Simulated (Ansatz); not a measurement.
# CH3BOS (SMILES OB1CS1): single points off equilibrium

Aim: energy, forces and dipole at a frame of a short trajectory, from CCSD(T) and from density functionals.

Computed with Ansatz 0.2.0, Gaussian basis. Level: single points in def2-TZVPP.

Cores are frozen in the correlated methods.

1 further run of the same task is left out (it didn't finish).

## Step 1: The system as given

SMILES `OB1CS1`, 7 atoms, charge 0, spin multiplicity 1.

Atoms are counted from 1 here; the program's logs count them from 0.

Bond lengths: O1–B2 1.289 Å, O1–H5 0.960 Å, B2–C3 1.460 Å, B2–S4 1.789 Å, C3–S4 1.845 Å, C3–H6 1.104 Å, C3–H7 1.106 Å. Angles: B2–O1–H5 132.5°, O1–B2–C3 153.9°, O1–B2–S4 137.6°, C3–B2–S4 68.3°, B2–C3–S4 64.3°, B2–C3–H6 129.6°, B2–C3–H7 115.0°, S4–C3–H6 115.5°, S4–C3–H7 113.5°, H6–C3–H7 110.3°, B2–S4–C3 47.3°.

Coordinates:

```xyz
7
charge 0, multiplicity 1
O    -1.0623    1.1491   -0.7187
B    -0.3099    0.2247   -0.2274
C     0.8375   -0.2676    0.5295
S    -0.3491   -1.5555   -0.0522
H    -1.9234    1.1274   -1.1434
H     1.0234   -0.2496    1.6180
H     1.7956   -0.2682   -0.0231
```

## Step 2: PBE-D4/def2-TZVPP

File run/in.yaml:

```yaml
crystal:
  periodic: [false, false, false]
  atoms:
    - {symbol: O, position_ang: [-1.062287, 1.149135, -0.718666]}
    - {symbol: B, position_ang: [-0.309873, 0.224658, -0.227379]}
    - {symbol: C, position_ang: [0.837486, -0.267618, 0.529530]}
    - {symbol: S, position_ang: [-0.349077, -1.555483, -0.052233]}
    - {symbol: H, position_ang: [-1.923389, 1.127390, -1.143389]}
    - {symbol: H, position_ang: [1.023360, -0.249620, 1.618035]}
    - {symbol: H, position_ang: [1.795620, -0.268227, -0.023069]}
basis:
  gaussian: {orbitals: def2-TZVPP}
hamiltonian: {xc: pbe, dispersion: d4}
output: {forces: true}
```

Started as:

```
ansatz run in.yaml --threads 2 --pin off --events-out ev --progress --plain --max-ram 3481MiB
```

## Step 3: r2SCAN-D4/def2-TZVPP

Edit run/in.yaml of step 2 so:

```diff
@@ -12,3 +12,3 @@
   gaussian: {orbitals: def2-TZVPP}
-hamiltonian: {xc: pbe, dispersion: d4}
+hamiltonian: {xc: r2scan, dispersion: d4}
 output: {forces: true}
```

## Step 4: PBE0-D4/def2-TZVPP

Edit run/in.yaml of step 3 so:

```diff
@@ -12,3 +12,3 @@
   gaussian: {orbitals: def2-TZVPP}
-hamiltonian: {xc: r2scan, dispersion: d4}
-output: {forces: true}
+hamiltonian: {xc: pbe0, dispersion: d4}
+output: {forces: true, orbitals: {seedname: orbitals}}
```

## Step 5: wB97M-V/def2-TZVPP

Edit run/in.yaml of step 4 so:

```diff
@@ -12,3 +12,3 @@
   gaussian: {orbitals: def2-TZVPP}
-hamiltonian: {xc: pbe0, dispersion: d4}
-output: {forces: true, orbitals: {seedname: orbitals}}
+hamiltonian: {xc: {name: wB97M-V}}
+output: {forces: true}
```

## Step 6: CCSD(T)/def2-TZVPP

Edit run/in.yaml of step 5 so:

```diff
@@ -12,3 +12,3 @@
   gaussian: {orbitals: def2-TZVPP}
-hamiltonian: {xc: {name: wB97M-V}}
+correlation: {method: ccsd_t}
 output: {forces: true}
```

(Steps that only read results are left out.)

Before running it: what results should come out? Wanted: energy less free atoms, CCSD(T)/def2-TZVPP; RMS force component; RMS force error; HOMO and LUMO, PBE0-D4; T1 diagnostic.

The runs gave:

| quantity | value |
| --- | --- |
| energy less free atoms, CCSD(T)/def2-TZVPP | -2681.8 kJ/mol |
| RMS force component | 1.111 to 1.276 eV/Å over the methods |
| RMS force error | PBE-D4 0.220, r2SCAN-D4 0.164, PBE0-D4 0.202, wB97M-V 0.144 eV/Å |
| HOMO and LUMO, PBE0-D4 | -6.85 and 0.18 eV |
| T1 diagnostic | 0.013 |

What this shows: Against CCSD(T) the functionals' energies less atoms differ by -189.2 to -112.7 kJ/mol, PBE-D4 by -189.2 kJ/mol. A larger basis would deepen the CCSD(T) value, while the functionals are nearly converged already, so the order here is not reliable. The forces of wB97M-V come nearest to CCSD(T), those of PBE-D4 are farthest. Frozen-core CCSD(T) forces in triple zeta carry basis errors of their own, and this is one geometry, so small gaps rank nothing.
